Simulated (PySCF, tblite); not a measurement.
**C₅H₈O₂S₂Si: geometry, infrared bands and NMR shifts**

Wanted: the infrared bands and NMR shifts of C₅H₈O₂S₂Si (`CSC(=C=S)C[SiH2]C(=O)O`), by calculation.

Programs: tblite 0.8.0 and PySCF 2.14.0, with density-fitted response routines of our own. Each step states its level of theory. These are calculated values for one molecule in the gas phase, unless marked as measured. Atoms are numbered from 0 throughout.

**1. The molecule as given**

18 atoms, charge 0, multiplicity 1; geometry from: force field or distance geometry start.

Bonds of the start (Å): C0–S1 1.82, S1–C2 1.75, C2–C3 1.32, C3–S4 1.79, C2–C5 1.50, C5–Si6 1.88, Si6–C7 1.89, C7–O8 1.22, C7–O9 1.34, C0–H10 1.10, C0–H11 1.10, C0–H12 1.09, C5–H13 1.10, C5–H14 1.09, Si6–H15 1.50, Si6–H16 1.49, O9–H17 0.98.

**2. Geometry optimisation with GFN2-xTB**

The job: settings as JSON, then the geometry in Å.

```
{"job": {"kind": "relax", "xc": "GFN2-xTB", "basis": "xTB"}, "charge": 0, "multiplicity": 1}
C     -2.341700    -0.268500     1.522300
S     -2.354500    -0.839000    -0.204500
C     -1.053400     0.120900    -0.861900
C     -1.209800     1.428800    -0.869600
S     -1.371100     3.211300    -0.864700
C      0.052400    -0.573100    -1.603000
Si     1.508600    -1.088200    -0.523600
C      2.085400     0.347800     0.561200
O      1.373500     0.704500     1.482900
O      3.246200     0.966000     0.301300
H     -3.066400    -0.863700     2.097100
H     -2.656900     0.779900     1.584500
H     -1.364800    -0.383800     1.980300
H      0.450100     0.090500    -2.386400
H     -0.327300    -1.448800    -2.122400
H      1.099600    -2.261500     0.322200
H      2.599900    -1.580200    -1.407100
H      3.321300     1.663500     0.979700
```

The run is started by

```sh
$ OMP_NUM_THREADS=1 python probes_run.py task.json out
```

The driver reads the jobs from task.json and runs them one after another.

**Question.** This job is followed by: GFN2-xTB harmonic vibrations, gas phase; GIAO PBE0/pcSseg-1 NMR shielding, non-relativistic, gas phase. What will the session give for the following? strongest single infrared mode (GFN2-xTB); zero-point energy (GFN2-xTB); 13C shifts against TMS (PBE0/pcSseg-1); 1H shifts against TMS (PBE0/pcSseg-1, means over atoms taken as alike); 33S shifts against CS2 (PBE0/pcSseg-1); 29Si shifts against TMS (PBE0/pcSseg-1); 17O shifts against H2O (PBE0/pcSseg-1).

The runs gave:

| quantity | value |
| --- | --- |
| strongest single infrared mode (GFN2-xTB) | 2304 cm⁻¹, 331 km/mol |
| zero-point energy (GFN2-xTB) | 72.7 kcal/mol |
| 13C shifts against TMS (PBE0/pcSseg-1) | 276.9, 186.4, 88.8, 21.5, 16.3 ppm |
| 1H shifts against TMS (PBE0/pcSseg-1, means over atoms taken as alike) | 6.80, 4.62, 2.54, 2.03 ppm |
| 33S shifts against CS2 (PBE0/pcSseg-1) | 410, -53 ppm |
| 29Si shifts against TMS (PBE0/pcSseg-1) | -55.9 ppm |
| 17O shifts against H2O (PBE0/pcSseg-1) | 509.9, 242.1 ppm |

The optimisation took 122 steps and gained 1.148 eV; among the close pairs (by a distance rule), C3–S4 changed most, from 1.790 to 1.563 Å. No mode is imaginary among the 48: a minimum at this level. The strongest single mode, at 2304 cm⁻¹, moves mainly H15. GFN2-xTB is a fitted tight-binding method: band positions and strengths are rough. Its intensities can rank the bands wrongly. At PBE0/pcSseg-1: The widest tensor belongs to S4: span 990 ppm, with a paramagnetic part of -965 ppm.
